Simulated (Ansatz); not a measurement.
# GeH3N: the cost of one run

Computed with Ansatz 0.2.0, driven from Python. Level of theory: CAM-B3LYP/def2-SVP.

## Step 1: The structure

Bond lengths: N1–Ge2 1.866 Å, N1–H3 0.958 Å, N1–H4 1.037 Å, Ge2–H5 1.547 Å. Angles: N1–Ge2–H5 111.7°, Ge2–N1–H3 111.1°, Ge2–N1–H4 102.3°, H3–N1–H4 107.0°.

The script holds or builds the structure itself.

## Step 2: The script

Input file geh3n.py:

```python
"""Vertical and adiabatic ionisation of GeH3N."""

import warnings

import ansatz as az
import numpy as np


def main() -> None:
    warnings.simplefilter("ignore", az.DeckWarning)

    geometry_ang = [
        ("N", (-0.2816, -0.6584, 0.3665)),
        ("Ge", (0.8546, 0.7716, -0.0165)),
        ("H", (0.2151, -1.4659, 0.5063)),
        ("H", (-0.8008, -0.7729, -0.5236)),
        ("H", (0.0627, 2.0519, -0.374)),
    ]
    geh3n = az.Crystal.molecule()
    for symbol, xyz in geometry_ang:
        geh3n = geh3n.atom(symbol, xyz)

    calc = geh3n.calculation().basis(gaussian="def2-SVP").functional("cam_b3lyp")
    symbols = [site.symbol for site in geh3n.cartesian_sites]
    start = np.array([site.position_ang for site in geh3n.cartesian_sites], dtype=float)
    summary = calc.relax(force_tolerance=0.01, max_steps=100).run().report
    end = np.array(summary["positions_ang"])

    minimum = az.Crystal.molecule()
    for symbol, place in zip(symbols, end):
        minimum = minimum.atom(symbol, place.tolist())
    ion = (
        minimum.calculation()
        .basis(gaussian="def2-SVP")
        .functional("cam_b3lyp")
        .charge(1)
        .spin("collinear", total=1)
    )
    vertical = ion.run().report
    settled = ion.relax(force_tolerance=0.01, max_steps=80).run().report
    print(f"vertical ionisation energy   {vertical['free_energy_ev'] - summary['free_energy_ev']:.3f} eV")
    print(f"adiabatic, no zero point     {settled['free_energy_ev'] - summary['free_energy_ev']:.3f} eV")
    print(f"relaxation energy of the ion {vertical['free_energy_ev'] - settled['free_energy_ev']:.3f} eV")
    ionised = np.array(settled["positions_ang"])
    print("final positions (A) and the move of each atom")
    for symbol, xyz, old in zip(symbols, ionised, end):
        print(f"{symbol:2s} {xyz[0]:10.5f} {xyz[1]:10.5f} {xyz[2]:10.5f}   {np.linalg.norm(xyz - old):7.4f}")


if __name__ == "__main__":
    main()
```

## Step 3: What the engine is handed

The engine receives this input (first run):

```yaml
crystal:
  periodic: [false, false, false]
  atoms:
    - { symbol: "N", position_ang: [-0.2816, -0.6584, 0.3665] }
    - { symbol: Ge, position_ang: [0.8546, 0.7716, -0.0165] }
    - { symbol: H, position_ang: [0.2151, -1.4659, 0.5063] }
    - { symbol: H, position_ang: [-0.8008, -0.7729, -0.5236] }
    - { symbol: H, position_ang: [0.0627, 2.0519, -0.374] }
basis:
  gaussian:
    orbitals: def2-SVP
hamiltonian:
  xc: cam_b3lyp
relax:
  f_tol: 0.01
  max_steps: 100
```

## Step 4: Launch

Command:

```console
$ python geh3n.py
```

What time and memory should one allow on 1 thread of Arm Neoverse V1, shared host?

About 42 s, with a peak of 0.23 GiB.
